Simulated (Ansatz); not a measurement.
**GaNH3 (SMILES [NH2][GaH]) at UHF/def2-TZVP**

Aim: the vertical ionisation energy of GaNH3 at UHF/def2-TZVP, from 2 runs. 

Program for the calculation: Ansatz 0.2.0.

55 further runs of the same task are left out: 55 set aside as unsound or not needed.

**1. The structure to begin with**

GaNH3 has 5 atoms, charge 0, and is taken as a doublet. SMILES: `[NH2][GaH]`. Geometry: relaxed at PBE0-D4/def2-TZVP. This is one conformer, not always the lowest.

Bond lengths: N1–Ga2 1.825 Å, N1–H3 1.008 Å, N1–H4 1.006 Å, Ga2–H5 1.594 Å. Angles: N1–Ga2–H5 116.9°, Ga2–N1–H3 123.8°, Ga2–N1–H4 124.3°, H3–N1–H4 111.9°.

**2. A single-point energy at UHF/def2-TZVP**

Input file job.yaml:

```yaml
crystal:
  periodic: [false, false, false]
  atoms:
    - symbol: "N"
      position_ang: [-0.211900, -0.684000, 0.064700]
    - symbol: Ga
      position_ang: [0.815500, 0.782900, 0.417000]
    - symbol: H
      position_ang: [-0.946800, -0.701300, -0.625100]
    - symbol: H
      position_ang: [-0.115200, -1.569300, 0.532000]
    - symbol: H
      position_ang: [0.508200, 2.097900, -0.430100]
basis:
  gaussian:
    orbitals: def2-TZVP
magnetization:
  spin_polarized: true
  initial_magnetization: 1
hamiltonian:
  xc: hf
accuracy: high
output:
  orbitals: {seedname: orbitals}
```

Started as:

```console
$ ansatz run job.yaml --threads 1 --pin off --max-ram 3480MiB --events-out events.jsonl --progress --plain --runs-dir runs
```

What it wrote:

```text
Warning: RAYON_NUM_THREADS=1 ignored (pool sized by the plan → 1); use --threads N
Functional definition: HF
  name "HF"
  exchange = exact_x
  correlation = 0
1600 factors; integrals over basis functions are off by at most 4.6e-9 eV
mean field evaluation 1: about -53860.0698 eV, gradient 2.7e1 eV
mean field evaluation 2: about -53860.0738 eV, gradient 2.7e1 eV
mean field evaluation 4: about -53863.4984 eV, gradient 2.4e0 eV
mean field evaluation 8: about -53863.6048 eV, gradient 2.5e-1 eV
mean field evaluation 16: about -53863.6070 eV, gradient 1.8e-8 eV
mean field -53863.60703267 eV, -1979.4510483865 hartree, gradient 1.8e-8 eV, S^2 0.756845; 0 other end points of the search recorded, 0 dependent functions left out
reference -53863.60703267 eV, -1979.4510483865 hartree; 21, 20 occupied and 76, 77 virtual orbitals, 1600 factors
Total energy: -53863.60703267 eV, -1979.4510483865 hartree
```

Wall time 3.9 s (1 thread of Arm Neoverse V1, shared host); peak memory 0.28 GiB.

**3. The singlet cation**

Input file molecule.yaml:

```yaml
crystal:
  periodic: [false, false, false]
  atoms:
    - {symbol: "N", position_ang: [-0.211900, -0.684000, 0.064700]}
    - {symbol: Ga, position_ang: [0.815500, 0.782900, 0.417000]}
    - {symbol: H, position_ang: [-0.946800, -0.701300, -0.625100]}
    - {symbol: H, position_ang: [-0.115200, -1.569300, 0.532000]}
    - {symbol: H, position_ang: [0.508200, 2.097900, -0.430100]}
basis:
  gaussian: {orbitals: def2-TZVP}
accuracy: high
hamiltonian: {xc: hf}
output: {orbitals: {seedname: orbitals}}
total_charge: 1
```

Started as:

```console
$ ansatz run molecule.yaml --threads 1 --pin off --max-ram 3480MiB --events-out events.jsonl --progress --plain --runs-dir runs
```

What it wrote:

```text
Warning: RAYON_NUM_THREADS=1 ignored (pool sized by the plan → 1); use --threads N
Functional definition: HF
  name "HF"
  exchange = exact_x
  correlation = 0
1601 factors; integrals over basis functions are off by at most 4.6e-9 eV
mean field evaluation 1: about -53846.2586 eV, gradient 6.8e1 eV
mean field evaluation 2: about -53846.3093 eV, gradient 6.8e1 eV
mean field evaluation 4: about -53855.8588 eV, gradient 5.3e0 eV
mean field evaluation 8: about -53855.9535 eV, gradient 5.9e-1 eV
mean field evaluation 16: about -53832.6187 eV, gradient 6.9e1 eV
mean field -53855.95499553 eV, -1979.1698412085 hartree, gradient 5.1e-8 eV, S^2 0.000000; 0 other end points of the search recorded, 0 dependent functions left out
reference -53855.95499553 eV, -1979.1698412085 hartree; 20, 20 occupied and 77, 77 virtual orbitals, 1601 factors
Total energy: -53855.95499553 eV, -1979.1698412085 hartree
```

Wall time 2.3 s (1 thread of Arm Neoverse V1, shared host); peak memory 0.22 GiB.

**4. Results**

Level: UHF/def2-TZVP.

| quantity | value |
| --- | --- |
| doublet GaNH3: total energy | -1979.45105 Eh |
| doublet GaNH3: HOMO energy (highest over α and β) | -8.25 eV |
| doublet GaNH3: LUMO energy (lowest over α and β) | 1.24 eV |
| doublet GaNH3: ⟨S²⟩ | 0.757 |
| singlet cation: total energy | -1979.16984 Eh |
| singlet cation: HOMO energy | -16.59 eV |
| singlet cation: LUMO energy | -7.05 eV |
| singlet cation: HOMO–LUMO gap | 9.54 eV |
| vertical ionisation energy (to the singlet cation) | 7.652 eV |

Removing an electron at fixed nuclei costs 7.65 eV (176 kcal/mol). Only the singlet of the ionised species was computed; a triplet could lie lower.
